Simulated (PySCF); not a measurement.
# C3H8GeN2: the cost of one run

Programs: PySCF 2.14.0, with routines of our own; each step states its level. All values are computed. Atoms count from 0.

## (1) The system as given

14 atoms, charge 0, multiplicity 1; geometry from: GFN2-xTB.

## (2) Geometry optimisation at PBE0-D3(BJ)/def2-SVP

The job: settings as JSON, then the geometry in Å.

```
{"job": {"xc": "PBE0", "basis": "def2-SVP", "d3": "d3bj", "grid": 1, "maxiter": 30, "shake": 0.01, "kind": "geom"}, "charge": 0, "multiplicity": 1}
Ge     2.321230     0.115190    -0.302660
N      0.488130     0.056660    -0.249060
C     -0.399050    -0.775350     0.580610
C     -1.746790    -0.195250     0.334020
C     -1.448820     0.936610    -0.603350
N     -0.212720     1.039330    -0.864990
H      2.809830    -1.237960    -0.629630
H      2.876070     0.540800     1.029010
H      2.597220     1.142110    -1.342940
H     -0.079590    -0.695440     1.648830
H     -0.296610    -1.822070     0.291000
H     -2.443290    -0.913570    -0.136270
H     -2.291020     0.169340     1.239680
H     -2.181760     1.624510    -1.001990
```

The run is started by

```console
$ OMP_NUM_THREADS=1 python heavy_run.py task.json out
```

The driver reads the jobs from task.json and runs them one after another.

Q: Estimate the wall time and peak memory of this first job on 1 thread of Arm Neoverse V2, shared host.

About 97 s, with a peak of 0.56 GiB.
